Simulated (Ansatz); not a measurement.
# CsYbF3, space group Pm-3m: a convergence test of the k-point mesh

Computed with Ansatz 0.2.0 through its Python package.

The cells in order, each with its output:

**Cell 1**
```python
import ansatz as az
import matplotlib.pyplot as plt
```

**Cell 2**
```python
xtal = (
    az.Lattice.of((4.50879, 0.0, 0.0), (0.0, 4.50879, 0.0), (0.0, 0.0, 4.50879))
    .atom('Cs', (0.0, 0.0, 0.0))
    .atom('Yb', (0.5, 0.5, 0.5))
    .atom('F', (0.0, 0.5, 0.5))
    .atom('F', (0.5, 0.5, 0.0))
    .atom('F', (0.5, 0.0, 0.5))
)
```

**Cell 3**
```python
base = xtal.calculation()
base = base.occupations('Fermi-Dirac', width=50 * az.meV).pseudopotentials('paw')
base = base.basis(450).functional('pbesol')
base = base.stress()
```

**Cell 4**
```python
rows = []
for value in [(2, 2, 2), (3, 3, 3), (4, 4, 4), (5, 5, 5), (6, 6, 6)]:
    data = base.kpoints(*value).run(threads=1, pin='off').report
    rows.append((value, data['free_energy_ev'] / len(data['lattice']['sites']), data['n_iterations'], sum(data['stress_gpa'][i][i] for i in range(3)) / 3, data['n_kpoints']))
```

**Cell 5**
```python
print('        mesh   F/atom (eV)    iterations       P (GPa)      k-points')
for row in rows:
    print(f'{str(row[0]):>12s}  {row[1]:12.5f}  {row[2]:12d}  {row[3]:12.3f}  {row[4]:12d}')

# the last row is the reference
for row in rows[:-1]:
    shift = 1000 * (row[1] - rows[-1][1])
    print(f'{row[0]}: {shift:+.2f} meV/atom' + ('  (within 5 meV)' if abs(shift) < 5 else ''))
plt.figure(figsize=(4.5, 3))
plt.plot([str(row[0]) for row in rows], [1000 * (row[1] - rows[-1][1]) for row in rows], 'o-')
plt.xlabel('mesh')
plt.ylabel('F - F(last) (meV/atom)')
plt.tight_layout()
plt.savefig('kconv.png', dpi=100)
```
Output:
```text
        mesh   F/atom (eV)    iterations       P (GPa)      k-points
   (2, 2, 2)   -4334.33805            10         3.503             4
   (3, 3, 3)   -4334.36047             7         2.560             4
   (4, 4, 4)   -4334.35724            10         2.355            10
   (5, 5, 5)   -4334.35620            10         2.436            10
   (6, 6, 6)   -4334.35658             7         2.476            20
(2, 2, 2): +18.54 meV/atom
(3, 3, 3): -3.89 meV/atom  (within 5 meV)
(4, 4, 4): -0.66 meV/atom  (within 5 meV)
(5, 5, 5): +0.38 meV/atom  (within 5 meV)
```

From 3×3×3 on it stays within 5 meV an atom of the value at 6×6×6; the first row (2×2×2) is off by 18.5 meV and the last but one by 0.38 meV. This holds for F at a smearing of 0.05 eV; a narrower one needs a denser mesh. It goes up and down, since the sum over k-points isn't variational. The pressure moves from 3.50 to 2.48 GPa.

Reading the output:
- Semilocal functionals put the nearly full 4f shell of Yb too close to the Fermi level.
- Pressure is positive in compression.
- This cell is a computed structure, which may not be the phase found in nature.
- Shifts are counted from the finest mesh, which is itself no proven limit.
- It ran for 12 s on 1 thread of Arm Neoverse V2, with other jobs on the host, peak memory 0.5 GiB.

(Lines on the test bed's own set-up are left out of the output.)
